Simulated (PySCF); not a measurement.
# RuF2: structure of the triplet

Method: PBE0, basis Ru def2-TZVP with ECP28, F def2-TZVP, scalar-relativistic core potentials, no spin–orbit coupling, density fitting; program: PySCF 2.14.0.

### Step 1. Where the work starts

3 atoms, charge 0, spin multiplicity 3.

Bond lengths: Ru1–F2 1.890 Å, Ru1–F3 1.890 Å. Angles: F2–Ru1–F3 110.0°.

```xyz
3
charge 0 multiplicity 3
Ru    0.0000    0.0000    0.0000
F     1.5482    0.0000    1.0841
F    -1.5482    0.0000    1.0841
```

### Step 2. Finding the electronic state

The steps below are one call of a driver around PySCF. For each, scf.py gives the equivalent set-up of the SCF; relaxations use the driver's own optimiser. After this first run the driver tries any further starts and a stability analysis.

File scf.py:

```python
from pyscf import gto, scf, dft
mol = gto.M(atom='''
Ru     0.000000     0.000000     0.000000
F      1.548200     0.000000     1.084100
F     -1.548200     0.000000     1.084100''',
    basis={'Ru': 'def2-TZVP', 'F': 'def2-TZVP'},
    ecp={'Ru': 'def2-TZVP'},
    charge=0, spin=2)
mf = dft.UKS(mol, xc='PBE0')
mf.grids.atom_grid = (50, 194)
aux = {'Ru': 'def2-universal-JKFIT', 'F': 'def2-universal-JKFIT'}
mf = mf.density_fit(auxbasis=aux)
mf.conv_tol = 1e-08
mf.diis_space = 10
mf.max_cycle = 60
mf.init_guess = 'minao'
mf.verbose = 4
mf.kernel()
```

Command:

```sh
$ OMP_NUM_THREADS=2 python axn.py task.json out
```

What wall time should one allow on 2 threads of Arm Neoverse V2, shared host?

About 42 s, with a peak of 0.47 GiB.
